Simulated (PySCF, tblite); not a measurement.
**C₄H₃F₂N₂Si radical: geometry, infrared bands and EPR parameters**

Aim: predict the infrared bands and EPR parameters of C₄H₃F₂N₂Si radical (`N#C[SiH2][CH]C(F)(F)C#N`).

Computed with tblite 0.8.0 and PySCF 2.14.0, with density-fitted response routines of our own, on a single molecule in the gas phase. Atoms count from 0, in the outputs and in this text.

### 1 The molecule as given

12 atoms, charge 0, multiplicity 2; geometry from: force field or distance geometry start.

Bonds of the start (Å): N0–C1 1.15, C1–Si2 1.82, Si2–C3 1.83, C3–C4 1.49, C4–F5 1.40, C4–F6 1.37, C4–C7 1.45, C7–N8 1.16, Si2–H9 1.48, Si2–H10 1.47, C3–H11 1.14.

### 2 Relaxing the molecule with GFN2-xTB

Job settings and geometry (Å):

```
{"job": {"kind": "relax", "xc": "GFN2-xTB", "basis": "xTB"}, "charge": 0, "multiplicity": 2}
N     -1.152700     2.792100    -0.526900
C     -1.300600     1.662600    -0.386400
Si    -1.522000    -0.129300    -0.157700
C      0.046200    -1.066500    -0.110100
C      1.227500    -0.385000     0.483000
F      2.066800    -1.410500     0.926400
F      0.967900     0.459300     1.530200
C      1.947600     0.286100    -0.587700
N      2.518700     0.806300    -1.448500
H     -2.289700    -0.598600    -1.328500
H     -2.343400    -0.448200     1.018200
H     -0.165100    -1.968900     0.562000
```

Launch:

```bash
OMP_NUM_THREADS=1 python probes_run.py task.json out
```

The driver reads the jobs from task.json and runs them one after another.

**Question.** This job is followed by: GFN2-xTB harmonic vibrations, gas phase; UKS B3LYP, pcH-1 on C F H N Si, non-relativistic, mean-field spin-orbit, GIAO. What will the session give for the following? strongest single infrared mode (GFN2-xTB); zero-point energy (GFN2-xTB); g(iso) (B3LYP); ⟨S²⟩; largest a(iso) (averaged by class); potential on the surface of density 0.002 e/bohr³, 1st and 99th percentile.

The runs gave:

| quantity | value |
| --- | --- |
| strongest single infrared mode (GFN2-xTB) | 2317 cm⁻¹, 258 km/mol |
| zero-point energy (GFN2-xTB) | 36.3 kcal/mol |
| g(iso) (B3LYP) | 2.00245 |
| ⟨S²⟩ | 0.754 (exact 0.75) |
| largest a(iso) (averaged by class) | 13C on C3, 82.9 MHz |
| potential on the surface of density 0.002 e/bohr³, 1st and 99th percentile | -1.56 V and 2.10 V |

**Reading.** Over 105 steps the energy fell by 0.730 eV; of the close pairs, C3–H11 changed most, 1.145 to 1.077 Å. All 30 modes are real, so the xTB geometry is a minimum. The strongest single mode, at 2317 cm⁻¹, moves mainly H9. GFN2-xTB is a fitted tight-binding method: band positions and strengths are rough. Its intensities can rank the bands wrongly. Most of the unpaired spin sits on C3 (1.00 e). The isotropic g lies 0.1 ppt above the free-electron value. These values are for one conformer; the search (at its own cheap level) found 2 more, at 0.06, 0.06 kcal/mol, and measured spectra average over such forms.
